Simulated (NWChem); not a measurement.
**BHOF2 (difluorohydroxyborane) at B3LYP/def2-SVPD**

Aim: the vertical singlet–triplet gap of BHOF2 (difluorohydroxyborane) at B3LYP/def2-SVPD, from 2 runs. 

Program for the calculation: NWChem 7.3.0.

7 further runs of the same task are left out: 1 that didn't finish, 6 set aside as unsound or not needed. Runs told in other sessions of the task aren't counted.

## Step 1: The molecule

BHOF2 has 5 atoms, charge 0, and is taken as a singlet. As SMILES, `OB(F)F`. The coordinates come from a PBE0-D4/def2-TZVP relaxation.

Bond lengths: O1–B2 1.345 Å, B2–F3 1.317 Å, B2–F4 1.327 Å, O1–H5 0.960 Å. Angles: O1–B2–F3 119.5°, O1–B2–F4 122.2°, F3–B2–F4 118.3°, B2–O1–H5 113.5°.

## Step 2: Energy and forces at B3LYP/def2-SVPD

File a.xyz:

```xyz
5

O      0.038630     1.000750     0.174310
B      0.105760    -0.342460     0.137210
F      0.731030    -0.986880     1.100700
F     -0.439530    -1.051930    -0.843330
H     -0.435890     1.380520    -0.568880
```

File a.nw:

```
START a
memory total 2200 mb

GEOMETRY units angstrom noautosym nocenter noautoz
  load format xyz a.xyz
END

BASIS "ao basis" spherical bse
  * library def2-SVPD
END

DFT
  xc b3lyp
  grid fine
  convergence energy 1e-08
  iterations 100
  mulliken
END

TASK dft gradient
```

On the command line:

```sh
$ nwchem a.nw > a.out
```

The program printed:

```text
[...]
          Wavefunction type:  closed shell.
          No. of atoms     :     5
          No. of electrons :    32
[...]
          Charge           :     0
          Spin multiplicity:     1
[...]
          AO basis - number of functions:    97
[...]
              XC Information
              --------------
                         B3LYP Method XC Potential
                     Hartree-Fock (Exact) Exchange  0.200
                        Slater Exchange Functional  0.800 local
                    Becke 1988 Exchange Functional  0.720 non-local
              Lee-Yang-Parr Correlation Functional  0.810
                  VWN I RPA Correlation Functional  0.190 local
[...]
 d= 0,ls=0.0,diis     1   -300.2394062118 -4.13D+02  1.74D-02  8.83D-01     1.5
[...]
 d= 0,ls=0.0,diis     8   -300.3377527117  5.62D-10  2.68D-06  1.96D-07    10.1
         Total DFT energy =     -300.337752711659
      One electron energy =     -639.449932168324
           Coulomb energy =      260.406824125701
    Exchange-Corr. energy =      -34.020251551312
 Nuclear repulsion energy =      112.725606882276
[...]
      Total Density - Mulliken Population Analysis
     ---------------------------------------------
    Atom       Charge   Shell Charges
 -----------   ------   -------------------------------------------------------
    1 O    8     8.28   1.99  1.09  0.55  0.13  2.93  1.48  0.13  0.01 -0.01
    2 B    5     4.13   1.98  0.74 -0.45  0.02  1.58 -0.07  0.30  0.03
    3 F    9     9.34   1.99  1.14  0.71  0.17  3.38  1.81  0.14  0.01 -0.00
    4 F    9     9.36   1.99  1.14  0.72  0.16  3.38  1.82  0.15  0.01 -0.00
    5 H    1     0.89   0.71  0.08  0.07  0.03
[...]
  wavefunction    = closed shell
                         DFT ENERGY GRADIENTS
    atom               coordinates                        gradient
                 x          y          z           x          y          z
   1 O       0.073000   1.891143   0.329398   -0.000778   0.001230  -0.001154
   2 B       0.199857  -0.647156   0.259289   -0.000439  -0.005875  -0.001372
   3 F       1.381446  -1.864933   2.080021   -0.003587   0.004046  -0.005489
   4 F      -0.830591  -1.987859  -1.593663    0.003057   0.003906   0.005488
   5 H      -0.823713   2.608805  -1.075027    0.001747  -0.003307   0.002527
[...]
```

It took 16 s on 1 thread of Intel Xeon at 2.60GHz (Ice Lake), shared host; peak memory 0.11 GiB.

## Step 3: The triplet: the energy at UB3LYP/def2-SVPD

File bf2ho.xyz:

```xyz
5
BF2HO B3LYP
O      0.038630     1.000750     0.174310
B      0.105760    -0.342460     0.137210
F      0.731030    -0.986880     1.100700
F     -0.439530    -1.051930    -0.843330
H     -0.435890     1.380520    -0.568880
```

File bf2ho.nw:

```
echo
start bf2ho
title "BF2HO B3LYP"
memory stack 880 mb heap 220 mb global 1100 mb
charge 0
geometry noautosym nocenter noautoz
   load bf2ho.xyz
end
basis spherical bse
   O library def2-SVPD
   B library def2-SVPD
   F library def2-SVPD
   H library def2-SVPD
end
dft
   xc b3lyp
   mult 3
   grid fine
   convergence energy 1e-08
   iterations 100
   mulliken
end
task dft energy
```

On the command line:

```sh
$ nwchem bf2ho.nw > bf2ho.out
```

The program printed:

```text
[...]
          Wavefunction type:  spin polarized.
          No. of atoms     :     5
          No. of electrons :    32
[...]
          Charge           :     0
          Spin multiplicity:     3
[...]
          AO basis - number of functions:    97
[...]
              XC Information
              --------------
                         B3LYP Method XC Potential
                     Hartree-Fock (Exact) Exchange  0.200
                        Slater Exchange Functional  0.800 local
                    Becke 1988 Exchange Functional  0.720 non-local
              Lee-Yang-Parr Correlation Functional  0.810
                  VWN I RPA Correlation Functional  0.190 local
[...]
 d= 0,ls=0.0,diis     1   -299.8538477980 -4.13D+02  1.18D-01  3.19D-01     1.9
[...]
 d= 0,ls=0.0,diis    12   -300.0099656492 -9.22D-09  1.22D-06  4.05D-09    19.3
[...]
         Total DFT energy =     -300.009965649246
      One electron energy =     -636.265628817111
           Coulomb energy =      257.369279021048
    Exchange-Corr. energy =      -33.839222735459
 Nuclear repulsion energy =      112.725606882276
[...]
      Total Density - Mulliken Population Analysis
     ---------------------------------------------
    Atom       Charge   Shell Charges
 -----------   ------   -------------------------------------------------------
    1 O    8     7.93   1.99  1.19  0.50  0.09  2.78  1.15  0.22  0.01  0.00
    2 B    5     5.02   1.98  0.75 -0.11  0.67  1.56 -0.11  0.29 -0.01
    3 F    9     9.22   1.99  1.15  0.70  0.13  3.36  1.76  0.13  0.01 -0.00
    4 F    9     9.02   1.99  1.16  0.70 -0.08  3.35  1.76  0.14  0.01 -0.00
    5 H    1     0.81   0.66  0.02  0.07  0.05
[...]
      <S2> =      2.0031 (Exact =     2.0000)
[...]
```

Run time: 20 s. Hardware: 1 thread of Intel Xeon at 2.60GHz (Ice Lake), shared host; peak memory 0.11 GiB.

## Step 4: What came out

At B3LYP/def2-SVPD:

```
                                        quantity          value
                           singlet: total energy  -300.33775 Eh
                          singlet: dipole moment         2.00 D
                            singlet: HOMO energy      -10.61 eV
                            singlet: LUMO energy       -0.51 eV
                          singlet: HOMO–LUMO gap       10.09 eV
               singlet: largest force on an atom     0.396 eV/Å
                           triplet: total energy  -300.00997 Eh
                          triplet: dipole moment         1.49 D
     triplet: HOMO energy (highest over α and β)       -2.98 eV
                                   triplet: ⟨S²⟩          2.003
vertical energy of the triplet above the singlet       8.920 eV
```

At this shape the triplet lies 8.92 eV (206 kcal/mol) above the singlet. The largest force (singlet) is 0.40 eV/Å: the shape isn't a stationary point for this species at this level. Mulliken charges (singlet) run from -0.36 on F4 to +0.87 on B2; in a basis this large or diffuse they mean little.
